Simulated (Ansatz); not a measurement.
# CH4N2Si: two vibrations frozen in

Aim: map the energy of CH4N2Si, SMILES NC1=N[SiH2]1 over two coordinates, and find its wells, ridges and stiffness.

The runs use Ansatz 0.2.0; RKS PBE-D4/def2-TZVP.

**1. The system as given**

SMILES `NC1=N[SiH2]1`, 8 atoms, charge 0, spin multiplicity 1.

Atoms are counted from 1 here; the program's logs count them from 0.

Bond lengths: N1–C2 1.346 Å, N1–H5 1.024 Å, N1–H6 1.017 Å, C2–N3 1.308 Å, C2–Si4 1.804 Å, N3–Si4 1.815 Å, Si4–H7 1.498 Å, Si4–H8 1.498 Å. Angles: C2–N1–H5 119.7°, C2–N1–H6 121.2°, H5–N1–H6 119.1°, N1–C2–N3 132.1°, N1–C2–Si4 158.6°, N3–C2–Si4 69.2°, C2–N3–Si4 68.4°, C2–Si4–N3 42.4°, C2–Si4–H7 121.6°, C2–Si4–H8 121.6°, N3–Si4–H7 119.3°, N3–Si4–H8 119.3°, H7–Si4–H8 113.9°.

Coordinates:

```xyz
8
charge 0, multiplicity 1
N    -0.35188    1.56896   -0.28226
C     0.12371    0.34285    0.00317
N     1.29163   -0.06933    0.42464
Si    0.13600   -1.45031    0.20063
H     0.25564    2.38663   -0.17562
H    -1.30649    1.70112   -0.60642
H     0.30946   -2.36819   -0.97100
H    -0.45804   -2.11171    1.40685
```

This geometry comes from a loose relaxation at PBE in a small basis, which is not shown.

**4. The grid**

The axes are (1) normal mode 12 (1290 cm⁻¹): 15 values from −0.572 amu½·Å; (2) normal mode 13 (1553 cm⁻¹): 15 values from −0.475 amu½·Å.

Nothing else is relaxed (straight displacements along the two mass-weighted modes). Energies count from the relaxed molecule at the same level. Points are written as (first, second).

The patterns, per unit of each coordinate (Å):

```tsv
atom	x1	y1	z1	x2	y2	z2
N1	-0.026	-0.092	0.002	-0.016	0.058	-0.012
C2	0.117	0.164	0.020	-0.066	0.048	-0.027
N3	-0.110	-0.002	-0.035	0.053	-0.014	0.019
Si4	0.012	-0.014	0.006	-0.003	-0.007	0.000
H5	0.243	-0.298	0.110	0.461	-0.334	0.186
H6	0.015	0.104	-0.006	-0.127	-0.654	0.030
H7	-0.062	-0.027	0.010	0.018	0.002	-0.018
H8	-0.046	-0.032	-0.038	0.004	0.007	0.024
```

(The set-up runs are not shown.)

**5. Grid point (0.000 amu½·Å, 0.000 amu½·Å)**

The input, input.yaml:

```yaml
crystal:
  periodic: [false, false, false]
  atoms:
    - { symbol: "N", position_ang: [-0.351052, 1.56538, -0.281473] }
    - { symbol: C, position_ang: [0.113353, 0.337247, 0.000471] }
    - { symbol: "N", position_ang: [1.279756, -0.073538, 0.421264] }
    - { symbol: Si, position_ang: [0.143272, -1.440905, 0.201959] }
    - { symbol: H, position_ang: [0.256212, 2.374755, -0.174226] }
    - { symbol: H, position_ang: [-1.29827, 1.701579, -0.603896] }
    - { symbol: H, position_ang: [0.308245, -2.359189, -0.959029] }
    - { symbol: H, position_ang: [-0.451497, -2.105318, 1.39492] }
basis:
  gaussian: { orbitals: def2-TZVP }
hamiltonian:
  xc: pbe
  dispersion: d4
output:
  forces: true
```

Launch:

```sh
$ ansatz run input.yaml --threads 1 --pin off --max-ram 2560MiB --backend cpu --events-out ev --progress --plain --runs-dir out
```

The session goes on with these runs: the other points that were computed.

**Question.** What will these runs give? Wanted: lowest point; highest computed point; largest force on an atom.

As calculated:

```
                       quantity                                                                                                  value
                   lowest point                                                                 (0.000 amu½·Å, 0.000 amu½·Å), 0 kJ/mol
         highest computed point                                             (0.572 amu½·Å, −0.475 amu½·Å), 217 kJ/mol above the lowest
largest force on an atom (eV/Å)  0.0 at (0.000 amu½·Å, 0.000 amu½·Å) to 13.6 at (0.572 amu½·Å, −0.475 amu½·Å); 0.0 at the lowest point
        time for the whole task                                                                       8.6 min on 1 thread, shared host
```

The lowest computed point is at (0.000 amu½·Å, 0.000 amu½·Å), 0 kJ/mol from the relaxed molecule at the same level. No other kind of well shows on this grid. The highest computed point, (0.572 amu½·Å, −0.475 amu½·Å), lies 217 kJ/mol above the lowest. Round the minimum the two coordinates are nearly uncoupled.
